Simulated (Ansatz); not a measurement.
**CH5BO (SMILES CBO): revPBE/6-311+G(d,p)**

Aim: the electronic atomisation energy of CH5BO at revPBE/6-311+G**, from 5 runs. 

The calculation is run with Ansatz 0.2.0.

57 further runs of the same task are left out: 57 set aside as unsound or not needed.

**1. The molecule**

CH5BO: 8 atoms, total charge 0, spin state singlet. SMILES: `CBO`. Geometry: relaxed at PBE0-D4/def2-TZVP. This is one conformer, not always the lowest.

Bond lengths: C1–B2 1.559 Å, B2–O3 1.357 Å, C1–H4 1.092 Å, C1–H5 1.096 Å, C1–H6 1.096 Å, B2–H7 1.207 Å, O3–H8 0.960 Å. Angles: C1–B2–O3 119.4°, C1–B2–H7 121.8°, O3–B2–H7 118.7°, B2–C1–H4 113.4°, B2–C1–H5 110.2°, B2–C1–H6 110.2°, B2–O3–H8 113.1°, H4–C1–H5 108.7°, H4–C1–H6 108.7°, H5–C1–H6 105.3°.

**2. The energy at revPBE/6-311+G(d,p)**

File in.yaml:

```yaml
basis:
  gaussian: {orbitals: 6-311+G_st__st_.json}
crystal:
  periodic: [false, false, false]
  atoms:
    - {symbol: C, position_ang: [-0.618600, 0.710300, -0.324600]}
    - {symbol: B, position_ang: [0.508800, -0.240100, 0.180200]}
    - {symbol: O, position_ang: [0.240700, -1.558300, 0.355600]}
    - {symbol: H, position_ang: [-1.568300, 0.201200, -0.499400]}
    - {symbol: H, position_ang: [-0.308500, 1.205100, -1.251900]}
    - {symbol: H, position_ang: [-0.780500, 1.520100, 0.395700]}
    - {symbol: H, position_ang: [1.620500, 0.163100, 0.420800]}
    - {symbol: H, position_ang: [0.998200, -2.058400, 0.667700]}
total_charge: 0
hamiltonian: {xc: {name: revPBE}}
accuracy: high
output: {orbitals: {seedname: orbitals}}
```

The basis set 6-311+G** is read from a file made from the Basis Set Exchange's data (not shown).

The run is started by

```
$ ansatz run in.yaml --threads 1 --pin off --max-ram 3480MiB --events-out events.jsonl --progress --plain --runs-dir runs
```

The program printed:

```text
Warning: RAYON_NUM_THREADS=1 ignored (pool sized by the plan → 1); use --threads N
Functional definition: revPBE
  name "revPBE"
  parameter kappa = 1.245
  parameter beta = 0.06672455060314922
  exchange = pbe_x(kappa = kappa, mu = beta*pi^2/3)
  correlation = pbe_c(beta = beta)
1917 factors; integrals over basis functions are off by at most 3.6e-9 eV
mean field evaluation 1: about -3830.9927 eV, gradient 7.8e1 eV
mean field evaluation 2: about -3801.9585 eV, gradient 1.3e2 eV
mean field evaluation 4: about -3842.9537 eV, gradient 1.1e1 eV
mean field evaluation 8: about -3843.2201 eV, gradient 1.0e-1 eV
mean field evaluation 16: about -3843.2201 eV, gradient 1.2e-6 eV
mean field -3843.22014713 eV, -141.2357353787 hartree, gradient 9.3e-9 eV, S^2 0.000000; 0 other end points of the search recorded, 0 dependent functions left out
reference -3843.22015481 eV, -141.2357356611 hartree; 12, 12 occupied and 84, 84 virtual orbitals, 1917 factors
Total energy: -3843.22015481 eV, -141.2357356611 hartree
```

Run time: 5.7 s. Hardware: 1 thread of Arm Neoverse V1, shared host; peak memory 0.23 GiB.

**3. The B atom**

File input.yaml:

```yaml
crystal:
  periodic: [false, false, false]
  atoms:
    - {symbol: B, position_ang: [0.000000, 0.000000, 0.000000]}
basis:
  gaussian: {orbitals: 6-311+G_st__st_.json}
accuracy: high
magnetization: {spin_polarized: true, initial_magnetization: 1}
hamiltonian: {xc: {name: revPBE}}
```

The basis set 6-311+G** is read from a file made from the Basis Set Exchange's data (not shown).

The run is started by

```
$ ansatz run input.yaml --threads 1 --pin off --max-ram 3480MiB --events-out events.jsonl --progress --plain --runs-dir runs
```

The program printed, cut to the lines that bear on the results:

```text
Warning: RAYON_NUM_THREADS=1 ignored (pool sized by the plan → 1); use --threads N
[... 6 set-up lines as earlier in the session ...]
166 factors; integrals over basis functions are off by at most 7.6e-9 eV
mean field evaluation 1: about -670.6554 eV, gradient 3.7e0 eV
mean field evaluation 2: about -670.7652 eV, gradient 1.9e0 eV
mean field evaluation 4: about -670.7999 eV, gradient 2.1e-1 eV
mean field evaluation 8: about -670.7986 eV, gradient 7.4e-4 eV
mean field evaluation 16: about -670.6863 eV, gradient 3.4e0 eV
mean field evaluation 32: about -670.7986 eV, gradient 6.3e-9 eV
mean field -670.79862582 eV, -24.6513948154 hartree, gradient 6.9e-8 eV, S^2 0.752612; 3 other end points of the search recorded, 0 dependent functions left out
reference -670.79863059 eV, -24.6513949906 hartree; 3, 2 occupied and 19, 20 virtual orbitals, 166 factors
Total energy: -670.79863059 eV, -24.6513949906 hartree
```

Wall time 1.1 s (1 thread of Arm Neoverse V1, shared host).

**4. The C atom**

File input.yaml:

```yaml
crystal:
  periodic: [false, false, false]
  atoms:
    - symbol: C
      position_ang: [0.000000, 0.000000, 0.000000]
basis:
  gaussian:
    orbitals: 6-311+G_st__st_.json
magnetization:
  spin_polarized: true
  initial_magnetization: 2
hamiltonian:
  xc: {name: revPBE}
accuracy: high
```

The basis set 6-311+G** is read from a file made from the Basis Set Exchange's data (not shown).

Run the same way, it converges to -37.84344 Eh (log not shown).

**5. The H atom at the same level**

File job.yaml:

```yaml
crystal:
  periodic: [false, false, false]
  atoms:
    - symbol: H
      position_ang: [0.000000, 0.000000, 0.000000]
basis:
  gaussian: {orbitals: 6-311+G_st__st_.json}
hamiltonian: {xc: {name: revPBE}}
magnetization: {spin_polarized: true, initial_magnetization: 1}
accuracy: high
```

The basis set 6-311+G** is read from a file made from the Basis Set Exchange's data (not shown).

Run the same way, it converges to -0.50413 Eh (log not shown).

**6. The O atom**

File in.yaml:

```yaml
crystal:
  periodic: [false, false, false]
  atoms:
    - {symbol: O, position_ang: [0.000000, 0.000000, 0.000000]}
basis:
  gaussian: {orbitals: 6-311+G_st__st_.json}
magnetization: {spin_polarized: true, initial_magnetization: 2}
hamiltonian: {xc: {name: revPBE}}
accuracy: high
```

The basis set 6-311+G** is read from a file made from the Basis Set Exchange's data (not shown).

The run is started by

```
$ ansatz run in.yaml --threads 1 --pin off --max-ram 3480MiB --events-out events.jsonl --progress --plain --runs-dir runs
```

The program printed, cut to the lines that bear on the results:

```text
Warning: RAYON_NUM_THREADS=1 ignored (pool sized by the plan → 1); use --threads N
[... 6 set-up lines as earlier in the session ...]
174 factors; integrals over basis functions are off by at most 3.4e-9 eV
mean field evaluation 1: about -2042.3456 eV, gradient 9.1e0 eV
mean field evaluation 2: about -2042.2949 eV, gradient 9.6e0 eV
mean field evaluation 4: about -2042.6190 eV, gradient 1.2e-2 eV
mean field evaluation 8: about -2042.6192 eV, gradient 3.5e-4 eV
mean field evaluation 16: about -2042.4467 eV, gradient 6.6e0 eV
mean field -2042.61921019 eV, -75.0648714376 hartree, gradient 6.5e-9 eV, S^2 2.002915; 1 other end points of the search recorded, 0 dependent functions left out
reference -2042.61921342 eV, -75.0648715563 hartree; 5, 3 occupied and 17, 19 virtual orbitals, 174 factors
Total energy: -2042.61921342 eV, -75.0648715563 hartree
```

Run time: 0.56 s. Hardware: 1 thread of Arm Neoverse V1, shared host.

**7. What came out**

Level: revPBE/6-311+G**.

| quantity | value |
| --- | --- |
| molecule: total energy | -141.23574 Eh |
| molecule: HOMO energy | -7.10 eV |
| molecule: LUMO energy | -0.80 eV |
| molecule: HOMO–LUMO gap | 6.30 eV |
| B atom: total energy | -24.65139 Eh |
| B atom: ⟨S²⟩ | 0.753 |
| C atom: total energy | -37.84344 Eh |
| C atom: ⟨S²⟩ | 2.003 |
| H atom: total energy | -0.50413 Eh |
| H atom: ⟨S²⟩ | 0.750 |
| O atom: total energy | -75.06487 Eh |
| O atom: ⟨S²⟩ | 2.003 |
| electronic atomisation energy | 31.440 eV |

**Reading.** Taking the molecule apart into free atoms costs 31.44 eV (725 kcal/mol), before zero-point energy and without spin-orbit coupling.
